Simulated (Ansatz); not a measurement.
**C₆H₅F₃Zr: basis-set convergence**

The task here is to estimate one member of a computed series from the others.

Method: one geometry, several basis sets; program: Ansatz 0.2.0, Gaussian basis.

The runs, in order: PBE0-D4/def2-SVP; ωB97M-V/def2-SVP; PBE0-D4/def2-QZVPP; ωB97M-V/def2-QZVPP; the functionals' def2-TZVPP values are taken from earlier runs.

1 further run of the same task is left out (it didn't finish).

**The relaxed structure**

All runs share one geometry, relaxed beforehand with PBE0-D4 in a triple-zeta def2 set. Zr takes the def2 core potential; no spin-orbit term is included.

SMILES `[F][Zr]([F])([F])[c]1ccccc1`, 15 atoms, charge 0, spin multiplicity 1.

Atoms are counted from 1 here; the program's logs count them from 0.

Bond lengths: F1–Zr2 1.901 Å, Zr2–F3 1.900 Å, Zr2–F4 1.900 Å, Zr2–C5 2.196 Å, C5–C6 1.400 Å, C5–C10 1.401 Å, C6–C7 1.386 Å, C6–H11 1.088 Å, C7–C8 1.388 Å, C7–H12 1.084 Å, C8–C9 1.387 Å, C8–H13 1.084 Å, C9–C10 1.387 Å, C9–H14 1.084 Å, C10–H15 1.087 Å. Angles: F1–Zr2–F3 112.5°, F1–Zr2–F4 112.5°, F1–Zr2–C5 106.3°, F3–Zr2–F4 110.4°, F3–Zr2–C5 107.4°, F4–Zr2–C5 107.4°, Zr2–C5–C6 120.5°, Zr2–C5–C10 121.7°, C6–C5–C10 117.8°, C5–C6–C7 121.3°, C5–C6–H11 120.5°, C7–C6–H11 118.2°, C6–C7–C8 119.8°, C6–C7–H12 120.1°, C8–C7–H12 120.1°, C7–C8–C9 120.1°, C7–C8–H13 119.9°, C9–C8–H13 120.0° and more.

The first run:

Contents of in.yaml:

```yaml
crystal:
  periodic: [false, false, false]
  atoms:
    - {symbol: F, position_ang: [-3.137668, -1.773948, 0.936706]}
    - {symbol: Zr, position_ang: [-2.515251, -0.806625, -0.576210]}
    - {symbol: F, position_ang: [-2.415094, -1.885316, -2.136613]}
    - {symbol: F, position_ang: [-3.542391, 0.755137, -0.914534]}
    - {symbol: C, position_ang: [-0.473569, -0.156563, -0.096956]}
    - {symbol: C, position_ang: [0.265362, 0.599412, -1.015364]}
    - {symbol: C, position_ang: [1.556061, 1.017713, -0.730506]}
    - {symbol: C, position_ang: [2.135349, 0.685703, 0.486100]}
    - {symbol: C, position_ang: [1.425082, -0.062101, 1.413935]}
    - {symbol: C, position_ang: [0.134061, -0.477957, 1.123553]}
    - {symbol: H, position_ang: [-0.163662, 0.874100, -1.976747]}
    - {symbol: H, position_ang: [2.111417, 1.602365, -1.455365]}
    - {symbol: H, position_ang: [3.144552, 1.011576, 0.711640]}
    - {symbol: H, position_ang: [1.878581, -0.320734, 2.364334]}
    - {symbol: H, position_ang: [-0.402822, -1.062762, 1.866016]}
basis:
  gaussian: {orbitals: def2-SVP}
hamiltonian: {xc: pbe0, dispersion: d4}
output: {orbitals: {seedname: orbitals}}
```

Started as:

```
$ ansatz run in.yaml --threads 4 --pin off --events-out ev --progress --plain --max-ram 66560MiB --backend cpu
```

Steps of the session up to this table: PBE0-D4 in def2-SVP; ωB97M-V in def2-SVP; PBE0-D4 in def2-QZVPP; ωB97M-V in def2-QZVPP.

One table of the session follows, with a row left open; its other results are not shown here.

It belongs to the step «Density functionals: the series». 

```
functional       basis  HOMO (eV)  LUMO (eV)
   PBE0-D4    def2-SVP      -7.67      -1.76
   PBE0-D4  def2-TZVPP      -7.67      -1.80
   PBE0-D4  def2-QZVPP      -7.68      -1.80
   ωB97M-V    def2-SVP      -9.72       0.32
   ωB97M-V  def2-TZVPP      -9.73       0.23
   ωB97M-V  def2-QZVPP          ?          ?
```

**Question.** Estimate the row for ωB97M-V, def2-QZVPP.

As computed: HOMO (eV): -9.74; LUMO (eV): 0.22. In the column «HOMO (eV)» it is the lowest.
